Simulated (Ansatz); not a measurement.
# TiC: the cost of one run

Computed with Ansatz 0.2.0 (DFT PBEsol, scalar-relativistic, plane waves, PAW, unless a step's input says otherwise).

3 further runs of the same task are left out: 2 that didn't finish, 1 set aside as unsound or not needed.

### Step 1. Starting point

Symmetry: Fm-3m, No. 225, cubic system. Conventional cell: a = 4.440 Å, b = 4.440 Å, c = 4.440 Å, α = 90.00°, β = 90.00°, γ = 90.00°. Around Ta (site symmetry m-3m) lie 6 C at 2.22 Å. C (site symmetry m-3m) has 6 Ta at 2.22 Å as nearest neighbours.

As a file:

```cif
data_structure
_symmetry_space_group_name_H-M 'P 1'
_symmetry_Int_Tables_number 1
_cell_length_a 3.1393
_cell_length_b 3.1393
_cell_length_c 3.1393
_cell_angle_alpha 60.000
_cell_angle_beta 60.000
_cell_angle_gamma 60.000
_cell_volume 21.88
loop_
_atom_site_label
_atom_site_type_symbol
_atom_site_fract_x
_atom_site_fract_y
_atom_site_fract_z
_atom_site_occupancy
Ta1 Ta 0.00000 0.00000 0.00000 1
C1 C 0.50000 0.50000 0.50000 1
```

This cell was relaxed beforehand with the same method: volume 10.94 Å³/atom, gap on the mesh none (metal).

### Step 2. The film's bulk: TiC

Relaxed beforehand at this level: -1361.2093 eV/atom, gap on the mesh none (metal).

```cif
data_structure
_symmetry_space_group_name_H-M 'Fm-3m'
_symmetry_Int_Tables_number 225
_cell_length_a 4.2934
_cell_length_b 4.2934
_cell_length_c 4.2934
_cell_angle_alpha 90.000
_cell_angle_beta 90.000
_cell_angle_gamma 90.000
_cell_volume 79.14
loop_
_atom_site_label
_atom_site_type_symbol
_atom_site_symmetry_multiplicity
_atom_site_Wyckoff_symbol
_atom_site_fract_x
_atom_site_fract_y
_atom_site_fract_z
_atom_site_occupancy
Ti1 Ti 4 a 0.00000 0.00000 0.00000 1
C1 C 4 b 0.50000 0.00000 0.00000 1
```

Bulk energy of TaC, the base, on matching settings, from an earlier run: -5027.2716 eV/atom.

### Step 3. The film's bulk on the base's lattice

The (100) plane of TiC is fitted to the (100) plane of TaC, a strain of +3.4 % along x and +3.4 % along y; the third vector and the atoms relax.

input.yaml

```yaml
crystal:
  lattice:
    - [3.1393032032, 0.0, 0.0]
    - [0.0, 3.1393032032, 0.0]
    - [1.5696516016, 1.5696516016, 2.062094694]
  atoms:
    - { symbol: Ti, position: [0.0, 0.0, 0.0] }
    - { symbol: C, position: [0.5, 0.5, 0.0] }
basis:
  ecutwfc: 420
kpoints:
  mp_grid: { grid: [11, 11, 17] }
hamiltonian:
  xc: pbesol
scf:
  occupations: { method: gaussian, width: 0.1 }
output:
  forces: true
  stress: true
  eigenvalues: true
relax:
  adjacent_minimum: "off"
  f_tol: 0.01
  max_steps: 50
  cell: { fix: [a, b, gamma], stress_tol: 0.1 }
```

The run is started by

```bash
ansatz run input.yaml --threads 2 --pin off --max-ram 5120MiB --backend cpu --events-out ev --progress --plain --runs-dir out
```

Q: Estimate wall time and peak memory on 2 threads of Arm Neoverse V1, shared host.

About 38 s, with a peak of 0.46 GiB.
